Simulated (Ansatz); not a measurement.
# Ca (fcc type): the cost of one run

Program: Ansatz 0.2.0. Level of theory: DFT, LDA, PAW with Ansatz's default frozen-core files, scalar-relativistic. These are calculated values, not measurements.

## 1. The system as given

It takes space group Fm-3m (No. 225, cubic). Conventional cell: a = 5.343 Å, b = 5.343 Å, c = 5.343 Å, α = 90.00°, β = 90.00°, γ = 90.00°. Ca (site symmetry m-3m) has 12 Ca at 3.78 Å as nearest neighbours.

As a file:

```cif
data_structure
_symmetry_space_group_name_H-M 'Fm-3m'
_symmetry_Int_Tables_number 225
_cell_length_a 5.3429
_cell_length_b 5.3429
_cell_length_c 5.3429
_cell_angle_alpha 90.000
_cell_angle_beta 90.000
_cell_angle_gamma 90.000
_cell_volume 152.52
loop_
_atom_site_label
_atom_site_type_symbol
_atom_site_symmetry_multiplicity
_atom_site_Wyckoff_symbol
_atom_site_fract_x
_atom_site_fract_y
_atom_site_fract_z
_atom_site_occupancy
Ca1 Ca 4 a 0.00000 0.00000 0.00000 1
```

The file gives the conventional cell by its symmetry; the runs use the cell typed in the input.

## 2. Bulk cell relaxed, PAW

File input.yaml:

```yaml
crystal:
  lattice:
    - [0.0, 2.6714644531, 2.6714644531]
    - [2.6714644531, 0.0, 2.6714644531]
    - [2.6714644531, 2.6714644531, 0.0]
  atoms:
    - { symbol: Ca, position: [0.0, 0.0, 0.0] }
kpoints:
  mp_grid: { grid: [14, 14, 14] }
scf:
  occupations: { method: fermi_dirac, width: 0.08 }
hamiltonian:
  xc: lda
  pseudopotentials: { kind: paw }
output:
  forces: true
  stress: true
  write_density: true
  write_potential: true
  elf: true
  volumetric_format: npy
relax:
  f_tol: 0.005
  max_steps: 40
  cell: {}
```

The run is started by

```console
$ ansatz run input.yaml --threads 2 --pin off --max-ram 4096MiB --backend cpu --events-out ev --progress --plain --runs-dir out
```

Q: Estimate wall time and peak memory on 2 threads of Intel Xeon Platinum 8259CL at 2.50GHz (Skylake/Cascade Lake), shared host.

About 2.6 s, with a peak of 0.37 GiB.
